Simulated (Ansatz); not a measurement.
# C₃H₈BN: basis-set convergence

How large a basis does C₃H₈BN need? Two functionals are run in growing sets.

Program: Ansatz 0.2.0, Gaussian basis. Level of theory: one geometry, several basis sets. These are calculated values, not measurements.

Plan: PBE0-D4/def2-SVP; ωB97M-V/def2-SVP; PBE0-D4/def2-QZVPP; ωB97M-V/def2-QZVPP; the functionals' def2-TZVPP values are taken from earlier runs.

**1. Structure used throughout**

An earlier PBE0-D4 in a triple-zeta def2 set relaxation fixed the geometry.

SMILES `BN(C)C=C`, 13 atoms, charge 0, spin multiplicity 1.

Atoms are counted from 1 here; the program's logs count them from 0.

Bond lengths: B1–N2 1.399 Å, B1–H6 1.195 Å, B1–H7 1.195 Å, N2–C3 1.449 Å, N2–C4 1.395 Å, C3–H8 1.094 Å, C3–H9 1.094 Å, C3–H10 1.087 Å, C4–C5 1.331 Å, C4–H11 1.084 Å, C5–H12 1.082 Å, C5–H13 1.081 Å. Angles: N2–B1–H6 118.5°, N2–B1–H7 119.0°, H6–B1–H7 122.5°, B1–N2–C3 122.3°, B1–N2–C4 121.2°, C3–N2–C4 116.5°, N2–C3–H8 110.7°, N2–C3–H9 110.7°, N2–C3–H10 109.1°, H8–C3–H9 108.1°, H8–C3–H10 109.1°, H9–C3–H10 109.1°, N2–C4–C5 126.4°, N2–C4–H11 112.9°, C5–C4–H11 120.7°, C4–C5–H12 123.3°, C4–C5–H13 119.4°, H12–C5–H13 117.4°.

**2. PBE0-D4 in def2-SVP**

Contents of in.yaml:

```yaml
crystal:
  periodic: [false, false, false]
  atoms:
    - {symbol: B, position_ang: [-0.159378, 0.370526, -1.851008]}
    - {symbol: N, position_ang: [0.038320, 0.124930, -0.488303]}
    - {symbol: C, position_ang: [1.288410, 0.426593, 0.178711]}
    - {symbol: C, position_ang: [-0.969881, -0.427908, 0.300754]}
    - {symbol: C, position_ang: [-0.894068, -0.703288, 1.600305]}
    - {symbol: H, position_ang: [-1.217949, 0.095525, -2.333181]}
    - {symbol: H, position_ang: [0.732451, 0.845650, -2.488720]}
    - {symbol: H, position_ang: [1.725996, -0.479283, 0.608866]}
    - {symbol: H, position_ang: [1.131245, 1.145073, 0.988767]}
    - {symbol: H, position_ang: [1.983074, 0.849711, -0.542939]}
    - {symbol: H, position_ang: [-1.878035, -0.630339, -0.255617]}
    - {symbol: H, position_ang: [-0.009813, -0.518613, 2.195580]}
    - {symbol: H, position_ang: [-1.749971, -1.133475, 2.101687]}
basis:
  gaussian: {orbitals: def2-SVP}
hamiltonian: {xc: pbe0, dispersion: d4}
output: {orbitals: {seedname: orbitals}}
```

The runs that follow: ωB97M-V in def2-SVP; PBE0-D4 in def2-QZVPP; ωB97M-V in def2-QZVPP.

Q: Predict the results of all the runs planned. Wanted: PBE0-D4: double and triple zeta above quadruple; ωB97M-V: double and triple zeta above quadruple.

The runs gave:

```
                                       quantity          value
PBE0-D4: double and triple zeta above quadruple  6.21, 0.31 eV
ωB97M-V: double and triple zeta above quadruple  6.55, 0.30 eV
```

What this shows: For PBE0-D4 the step from double to triple zeta gains 5.90 eV and the next only 0.31 eV. Total energies overstate the basis error of differences, where much of it tends to cancel. The LUMO of ωB97M-V is positive and keeps falling with the basis (1.70 to 1.10 eV): an unbound level that the basis holds in place.
